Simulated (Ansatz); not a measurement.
# Ru (hcp type): how the settings move a single-point run

Aim: see which settings change the result for Ru (hcp type), by how much, and at what cost.

Computed with Ansatz 0.2.0 (reference: DFT, r2SCAN, all-electron PAW with datasets made for the crystal, scalar-relativistic, unless a step's input says otherwise).

1 further run of the same task is left out (for a known fault of the program).

**1. The structure to begin with**

The structure is monoclinic, space group C2/m (No. 12). The conventional cell has a = 4.672 Å, b = 2.697 Å, c = 4.370 Å, α = 90.00°, β = 90.00°, γ = 90.00°. Ru (site symmetry m) has 12 Ru at 2.46 to 2.95 Å as nearest neighbours.

Cell or atoms stand a little off a more symmetric structure (P-3m1 at a tolerance of 0.3 Å), so results at this geometry aren't those of that ideal crystal.

As a file:

```
CELL_PARAMETERS angstrom
2.69744 0.00000 0.00000
-1.34872 2.33605 0.00000
0.00000 0.00000 4.36985
ATOMIC_POSITIONS crystal
Ru 0.36667 0.68333 0.27500
Ru 0.63333 0.31667 0.72500
```

**2. Reference**

File input.yaml:

```yaml
crystal:
  lattice:
    - [2.6974396414, 0.0, 0.0]
    - [-1.3487198207, 2.3360512546, 0.0]
    - [0.0, 0.0, 4.3698522191]
  atoms:
    - { symbol: Ru, position: [0.3666666667, 0.6833333333, 0.275] }
    - { symbol: Ru, position: [0.6333333333, 0.3166666667, 0.725] }
kpoints:
  mp_grid: { grid: [13, 13, 7] }
scf:
  occupations: { method: fermi_dirac, width: 0.05 }
hamiltonian:
  xc: r2scan
  pseudopotentials: { kind: all_electron, datasets: crystal }
output:
  forces: true
  stress: true
  eigenvalues: true
  efg: { contact_densities: true }
```

Run with:

```
ansatz run input.yaml --threads 1 --pin off --max-ram 2048MiB --backend cpu --events-out ev --progress --plain --runs-dir out
```

**3. Changed: symmetry.detect false, occupations.method tetrahedron, width left out**

input.yaml, as its differences from that of step 2:

```diff
@@ -8,2 +8,3 @@
     - { symbol: Ru, position: [0.6333333333, 0.3166666667, 0.725] }
+  symmetry: { detect: false }
 kpoints:
@@ -11,3 +12,3 @@
 scf:
-  occupations: { method: fermi_dirac, width: 0.05 }
+  occupations: { method: tetrahedron }
 hamiltonian:
```

What does the calculation give? Wanted: for each run, ending; energy change; pressure; gap; force.

The runs gave:

| run | ending | energy change | pressure (GPa) | gap (eV) | force (eV/Å) | cycles | time |
| --- | --- | --- | --- | --- | --- | --- | --- |
| reference | converged | 0 | 2.6 | 0.00 | 2.53 | 10 | 74 s |
| 1: symmetry.detect false, occupations.method tetrahedron, width left out | converged | +1.6 meV/atom (σ→0) | 2.5 | 0.00 | 2.56 | 12 | 2.4 min |

Residual by cycle in the longest SCF loop of each run; runs are numbered as in the table. The quantity is the density residual dr2, in eV.

| cycle | reference | run 1 |
| --- | --- | --- |
| 1 | 3.91 | 3.95 |
| 2 | 0.993 | 0.989 |
| 3 | 0.164 | 0.155 |
| 4 | 0.127 | 0.125 |
| 5 | 0.0134 | 0.0133 |
| 6 | 0.00137 | 0.00173 |
| 7 | 7.0e-4 | 0.0124 |
| 8 | 1.9e-5 | 1.1e-4 |
| 9 | 2.7e-7 | 6.5e-6 |
| 10 | 4.1e-9 | 1.3e-6 |
| 11 | - | 7.8e-7 |
| 12 | - | 2.2e-8 |

**Reading.** Changing the use of symmetry and smearing moves the energy by +1.6 meV/atom (σ→0 values), and the largest force goes from 2.53 to 2.56 eV/Å. Cost: 12 SCF cycles against 10, 2.4 min against 74 s.
